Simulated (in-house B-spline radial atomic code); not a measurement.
**Er⁶⁺: binding energies from hole states**

Wanted: ΔSCF binding energies of Er⁶⁺.

The numbers are computed with in-house B-spline radial atomic code version 1 (Dirac-Hartree-Fock, average of configuration, Fermi nucleus, basis-set limit), except any that are marked as measured or tabulated.

## (1) Starting point

| Property | Result |
| --- | --- |
| element | erbium (Z = 68) |
| charge | +6 |
| electrons | 62 |
| configuration | [Kr] 4d10 4f10 5s2 5p4 |
| Hamiltonian | Dirac-Coulomb |
| nucleus | Fermi, rms radius 5.252 fm |

The outer shells:

[Kr] 4d10 4f10 5s2 5p4
```
[Kr] core
4d [↑↓][↑↓][↑↓][↑↓][↑↓]
4f [↑↓][↑↓][↑↓][↑ ][↑ ][↑ ][↑ ]
5s [↑↓]
5p [↑↓][↑ ][↑ ]
```

The boxes draw the filling by Hund's rule, which heavy ions in jj coupling don't follow; these runs average over all states of the configuration.

Settings of the run:

```ini
Z = 68
electrons = 62.0
configuration = [Kr] 4d10 4f10 5s2 5p4
hamiltonian = dirac
method = hf
spin_polarised = False
nucleus = fermi
rms_radius = 5.2516
mass_number = 166
atomic_mass = 165.930301067
speed_of_light = 137.035999084
```

From the earlier run of the reference: total energy -13083.054684 hartree. Levels, eight at most:

```tsv
orbital	occupation	energy (eV)	<r> (bohr)
4p3/2	4	-432.79	0.5465
4d3/2	4	-287.77	0.5737
4d5/2	6	-279.43	0.5843
5s1/2	2	-141.93	1.190
5p1/2	1.33333	-115.21	1.287
5p3/2	2.66667	-107.99	1.356
4f5/2	4.28571	-105.69	0.6921
4f7/2	5.71429	-104.42	0.7000
```

## (2) The 4d3/2 hole

In configurations, a minus sign after the shell means j = l − 1/2 and a plus sign j = l + 1/2; the count of electrons follows.

Settings of the run:

```ini
Z = 68
electrons = 61.0
configuration = 1s2 2s2 2p6 3s2 3p6 3d10 4s2 4p6 4d-3 4d+6 4f10 5s2 5p4
hamiltonian = dirac
method = hf
spin_polarised = False
nucleus = fermi
rms_radius = 5.2516
mass_number = 166
atomic_mass = 165.930301067
speed_of_light = 137.035999084
```

## (3) The 4d5/2 hole

Settings: those of step 2 with these lines changed.

```diff
@@ -2,3 +2,3 @@
 electrons = 61.0
-configuration = 1s2 2s2 2p6 3s2 3p6 3d10 4s2 4p6 4d-3 4d+6 4f10 5s2 5p4
+configuration = 1s2 2s2 2p6 3s2 3p6 3d10 4s2 4p6 4d-4 4d+5 4f10 5s2 5p4
 hamiltonian = dirac
```

## (4) The 4f hole

Settings: those of step 3 with these lines changed.

```diff
@@ -2,3 +2,3 @@
 electrons = 61.0
-configuration = 1s2 2s2 2p6 3s2 3p6 3d10 4s2 4p6 4d-4 4d+5 4f10 5s2 5p4
+configuration = 1s2 2s2 2p6 3s2 3p6 3d10 4s2 4p6 4d10 4f9 5s2 5p4
 hamiltonian = dirac
```

## (5) The 5s hole

Settings: those of step 4 with these lines changed.

```diff
@@ -2,3 +2,3 @@
 electrons = 61.0
-configuration = 1s2 2s2 2p6 3s2 3p6 3d10 4s2 4p6 4d10 4f9 5s2 5p4
+configuration = 1s2 2s2 2p6 3s2 3p6 3d10 4s2 4p6 4d10 4f10 5s1 5p4
 hamiltonian = dirac
```

## (6) The 5p hole

Settings: those of step 5 with these lines changed.

```diff
@@ -2,3 +2,3 @@
 electrons = 61.0
-configuration = 1s2 2s2 2p6 3s2 3p6 3d10 4s2 4p6 4d10 4f10 5s1 5p4
+configuration = 1s2 2s2 2p6 3s2 3p6 3d10 4s2 4p6 4d10 4f10 5s2 5p3
 hamiltonian = dirac
```

Q: What does each hole state cost in eV, and how does that compare with the orbital energies or single holes?

As calculated:

| hole | ΔSCF (eV) | with Breit, QED, recoil (eV) | −ε of the parent (eV) | −ε less ΔSCF (eV) |
| --- | --- | --- | --- | --- |
| 4d3/2 | 281.06 | 280.82 | 287.77 | 6.70 |
| 4d5/2 | 272.99 | 272.90 | 279.43 | 6.45 |
| 4f | 100.000 | 100.14 | - | - |
| 5s | 141.10 | 140.86 | 141.93 | 0.84 |
| 5p | 109.77 | 109.66 | - | - |

What this shows: Koopmans' values overshoot, as they freeze the orbitals; relaxation lowers the cost by 6.7 eV for 4d3/2 and 0.84 eV for 5s. A dash stands where an open shell is averaged over j, so that no single parent level belongs to the hole. Values are for the free ion, measured from the vacuum level.
